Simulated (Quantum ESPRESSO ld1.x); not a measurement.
# O in [He] 2s2 2p3 3d1: an all-electron calculation

What are the levels of neutral oxygen, how large are its shells, and how does its energy divide?

Program: Quantum ESPRESSO ld1.x 7.5. Level of theory: Dirac Kohn-Sham, Slater X-alpha with alpha = 1, spin-unpolarised, spherical densities, point nucleus; open shells fill j = l - 1/2 first. These are calculated values, not measurements, unless marked.

## 1. The atom as given

* element: oxygen (Z = 8)
* charge: 0
* electrons: 8
* configuration: [He] 2s2 2p3 3d1

## 2. The run

Input file ld1.in:

```fortran
 &input
    zed=8.0,
    iswitch=1,
    rel=2,
    dft='SL1-NOC',
    config='[He] 2s2 2p3 3d1',
    rel_dist='energy',
    verbosity='high',
    lsmall=.true.,
    prefix='ld1',
    max_out_wfc=37,
    file_charge='ld1.rho',
 /
```

**Question.** What will this run give?

The runs gave:

| quantity | value |
| --- | --- |
| total energy | -76.952 hartree |
| exchange-correlation share of it | 13.82 % |
| −T/E | 1.0016 |
| highest occupied level | 3d3/2, -0.762 eV |
| most extended occupied level | 3d3/2, <r> = 9.66 bohr |
| radius at density 0.001 e/bohr³ | 2.78 bohr |
| maxima of the radial density | 3 |

3 principal shells are occupied and 3 maxima appear in the radial density. This is not the tabulated ground configuration, so its levels and sizes aren't those of the ground state, and no measured value stands beside it.
